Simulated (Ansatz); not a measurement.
## C₂H₈GeSSi, SMILES CC(=S)[SiH2][GeH3]: a geometry optimisation, step by step

Program: Ansatz's Python interface.

Interactive session:
```pycon
>>> import itertools
>>> import ansatz as az
>>> from ase.data import atomic_numbers, covalent_radii
>>> import numpy as np
>>> import pandas as pd
>>> config = {
...     "basis_set": "def2-SVP",
...     "xc": "pbe0",
... }
>>> geometry_ang = [
...     ("C", (2.1022, 0.3785, 0.6897)),
...     ("C", (1.0737, -0.4889, 0.0246)),
...     ("S", (1.165, -1.9192, 0.1208)),
...     ("Si", (-0.3119, 0.261, -0.9438)),
...     ("Ge", (-2.3337, -0.286, 0.0394)),
...     ("H", (1.8876, 1.4534, 0.5142)),
...     ("H", (2.1009, 0.1986, 1.7861)),
...     ("H", (3.1116, 0.1543, 0.283)),
...     ("H", (-0.2807, -0.2502, -2.3221)),
...     ("H", (-0.1729, 1.7246, -0.9692)),
...     ("H", (-2.4887, -1.828, 0.0643)),
...     ("H", (-3.492, 0.3421, -0.7769)),
...     ("H", (-2.3612, 0.2598, 1.4898)),
... ]
>>> geometry = az.Crystal.molecule()
>>> for symbol, xyz in geometry_ang:
...     geometry = geometry.atom(symbol, xyz)
...
>>> calculation = geometry.calculation()
>>> calculation = calculation.basis(gaussian=config["basis_set"])
>>> calculation = calculation.functional(config["xc"])
>>> symbols = [site.symbol for site in geometry.cartesian_sites]
>>> start = np.array([site.position_ang for site in geometry.cartesian_sites], dtype=float)
>>> rep = calculation.relax(force_tolerance=0.005, max_steps=100).run(threads=1, backend="cpu").report
>>> end = np.array(rep["positions_ang"])
>>> print(f"E = {rep['free_energy_ev']:.6f} eV = {rep['free_energy_ev'] / 27.211386246:.7f} Ha")
E = -77403.565305 eV = -2844.5285589 Ha
>>> print("converged:", rep["converged"], " doubts:", rep["published_state_doubts"] or "none")
converged: True  doubts: none
>>> # pairs closer than 1.2 times the sum of covalent radii, before or after
>>> radius = [covalent_radii[atomic_numbers[s]] for s in symbols]
>>> span = lambda where, i, j: np.linalg.norm(where[i] - where[j])
>>> bonded = [(i, j) for i, j in itertools.combinations(range(len(symbols)), 2) if min(span(start, i, j), span(end, i, j)) < 1.2 * (radius[i] + radius[j])]
>>> print("pair        before    after (A)")
pair        before    after (A)
>>> for i, j in bonded:
...     print(f"{symbols[i]}{i}-{symbols[j]}{j}".ljust(10), f"{span(start, i, j):8.4f} {span(end, i, j):8.4f}")
...
C0-C1        1.5009   1.4931
C0-H5        1.1101   1.1045
C0-H6        1.1111   1.0992
C0-H7        1.1111   1.1043
C1-S2        1.4364   1.6298
C1-Si3       1.8493   1.9071
Si3-Ge4      2.3138   2.3853
Si3-H8       1.4704   1.4924
Si3-H9       1.4704   1.5003
Ge4-H10      1.5500   1.5372
Ge4-H11      1.5500   1.5410
Ge4-H12      1.5499   1.5411
>>> for first, second in list(itertools.combinations(bonded, 2)):
...     shared = set(first) & set(second)
...     if shared and symbols[(j := shared.pop())] != "H":
...         i, k = sorted((set(first) | set(second)) - {j})
...         u, v = end[i] - end[j], end[k] - end[j]
...         angle = np.degrees(np.arccos(np.clip(u @ v / np.linalg.norm(u) / np.linalg.norm(v), -1, 1)))
...         print(f"final angle {symbols[i]}{i}-{symbols[j]}{j}-{symbols[k]}{k}: {angle:.2f} deg")
...
final angle C1-C0-H5: 110.16 deg
final angle C1-C0-H6: 111.64 deg
final angle C1-C0-H7: 109.98 deg
final angle C0-C1-S2: 123.36 deg
final angle C0-C1-Si3: 120.08 deg
final angle H5-C0-H6: 109.59 deg
final angle H5-C0-H7: 105.72 deg
final angle H6-C0-H7: 109.58 deg
final angle S2-C1-Si3: 116.55 deg
final angle C1-Si3-Ge4: 108.05 deg
final angle C1-Si3-H8: 108.97 deg
final angle C1-Si3-H9: 110.75 deg
final angle Ge4-Si3-H8: 110.72 deg
final angle Ge4-Si3-H9: 109.72 deg
final angle Si3-Ge4-H10: 110.15 deg
final angle Si3-Ge4-H11: 110.55 deg
final angle Si3-Ge4-H12: 109.67 deg
final angle H8-Si3-H9: 108.63 deg
final angle H10-Ge4-H11: 109.20 deg
final angle H10-Ge4-H12: 108.91 deg
final angle H11-Ge4-H12: 108.31 deg
>>> charges = rep["charge_distribution"]
>>> table = pd.DataFrame({"atom": symbols, "mulliken": charges["mulliken_charges_e"], "lowdin": charges["lowdin_charges_e"]})
>>> table.round(3)
   atom  mulliken  lowdin
0     C     0.015  -0.020
1     C    -0.397  -0.339
2     S    -0.076   0.203
3    Si     0.328   0.240
4    Ge     0.136   0.081
5     H     0.073   0.031
6     H     0.061   0.008
7     H     0.075   0.031
8     H    -0.029  -0.051
9     H    -0.065  -0.069
10    H    -0.029  -0.034
11    H    -0.044  -0.041
12    H    -0.048  -0.041
>>> print("dipole (e A):", np.round(charges["dipole_moment_e_ang"], 4) + 0.0)
dipole (e A): [0.0861 0.3947 0.0183]
>>> with open("c2h8gessi_opt.xyz", "w") as handle:
...     handle.write(f"{len(symbols)}\nrelaxed C2H8GeSSi\n")
...     handle.writelines(f"{s:2s} {x:11.6f} {y:11.6f} {z:11.6f}\n" for s, (x, y, z) in zip(symbols, end))
...
21
```

File `c2h8gessi_opt.xyz` afterwards:
```text
13
relaxed C2H8GeSSi
C     2.083427    0.387136    0.761939
C     1.115003   -0.523907    0.082534
S     1.127384   -2.143242    0.266501
Si   -0.248725    0.196024   -1.039573
Ge   -2.354075   -0.198419    0.010041
H     1.541490    1.140118    1.361257
H     2.777500   -0.168325    1.408362
H     2.655327    0.958643    0.009721
H    -0.187812   -0.477200   -2.370107
H    -0.050428    1.669820   -1.238522
H    -2.609819   -1.709231    0.132531
H    -3.493550    0.444186   -0.804485
H    -2.355823    0.424396    1.419702
```

Total energies depend on the basis set; only differences at equal settings carry meaning. The end point is the stationary point reached from this start; no frequency run checks that it is a minimum, and the basis set is modest. The Löwdin charges here are taken after orthogonalising the functions within each atom; they differ from plain Löwdin charges, and their signs can be unphysical. Hardware and time: 4.4 min on 1 thread of Arm Neoverse V1, with other jobs on the host, peak memory 0.49 GiB.
